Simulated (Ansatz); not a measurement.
# C2H6NSb: the cost of one run

All numbers are computed with Ansatz 0.2.0 through its Python package. Level of theory: Hartree-Fock/def2-SVP.

### 1 The structure

Bond lengths: C1–N2 1.381 Å, N2–C3 1.298 Å, C3–Sb4 2.196 Å, C1–H5 1.130 Å, C1–H6 1.119 Å, C1–H7 1.145 Å, C3–H8 1.021 Å, Sb4–H9 1.704 Å, Sb4–H10 1.777 Å. Angles: C1–N2–C3 121.7°, N2–C1–H5 112.3°, N2–C1–H6 114.3°, N2–C1–H7 111.3°, H5–C1–H6 108.0°, H5–C1–H7 105.9°, H6–C1–H7 104.6°, N2–C3–Sb4 116.3°, N2–C3–H8 122.3°, Sb4–C3–H8 121.4°, C3–Sb4–H9 92.0°, C3–Sb4–H10 90.9°, H9–Sb4–H10 94.0°.

The script holds or builds the structure itself.

### 2 The script

scan_c2h6nsb.py reads:

```python
"""Potential curve of C2H6NSb along one bond."""

import ansatz as az
from ase import Atoms
import matplotlib.pyplot as plt
import numpy as np

SETTINGS = {
    "basis": "def2-SVP",
    "functional": "HF",
}

atoms = Atoms(["C", "N", "C", "Sb", "H", "H", "H", "H", "H", "H"], positions=[
    [-0.6777, 1.4341, 0.5108],
    [0.1092, 0.3271, 0.2617],
    [-0.2864, -0.6286, -0.5231],
    [1.1184, -2.2908, -0.815],
    [-1.6848, 1.1553, 0.9414],
    [-0.2081, 2.1882, 1.1915],
    [-0.8985, 2.012, -0.4527],
    [-1.1772, -0.5922, -1.0209],
    [2.4299, -1.225, -1.0306],
    [1.3582, -2.4313, 0.9399],
])
c2h6nsb = az.Crystal.molecule_from_ase(atoms)

symbols = [site.symbol for site in c2h6nsb.cartesian_sites]
start = np.array([site.position_ang for site in c2h6nsb.cartesian_sites])
axis = (start[2] - start[1]) / np.linalg.norm(start[2] - start[1])
moving = [2, 3, 7, 8, 9]
lengths, energies = [1.143, 1.195, 1.246, 1.298, 1.35, 1.402, 1.454, 1.532], []
for length in lengths:
    xyz = start.copy()
    xyz[moving] += (length - np.linalg.norm(start[2] - start[1])) * axis
    point = az.Crystal.molecule()
    for symbol, place in zip(symbols, xyz):
        point = point.atom(symbol, place.tolist())
    job = (
        point.calculation()
        .basis(gaussian=SETTINGS["basis"])
        .functional(SETTINGS["functional"])
    )
    report = job.run().report
    energies.append(report["free_energy_ev"])
    print(f"r = {length:6.3f} A  E = {energies[-1]:.5f} eV  <S^2> = {abs(report['mean_field']['state']['spin_squared']):.3f}")

# quartic fit about the minimum
fit = np.polynomial.Polynomial.fit(lengths, np.array(energies) - min(energies), 4).convert()
roots = [r.real for r in fit.deriv().roots() if abs(r.imag) < 1e-9 and fit.deriv(2)(r.real) > 0]
r_e = min(roots, key=lambda r: abs(r - lengths[int(np.argmin(energies))]))
print(f"minimum of the fit at {r_e:.4f} A, force constant {fit.deriv(2)(r_e):.2f} eV/A^2")
plt.figure(figsize=(4.5, 3))
plt.plot(lengths, np.array(energies) - min(energies), "o-")
plt.xlabel("bond length (A)")
plt.ylabel("E - E(min) (eV)")
plt.tight_layout()
plt.savefig("scan.png", dpi=100)
```

### 3 Running it

The run is started by

```bash
$ python scan_c2h6nsb.py
```

**Question.** How long does this script take on 1 thread of Arm Neoverse V2, shared host, and how much memory does it need?

About 10 s, with a peak of 0.29 GiB.
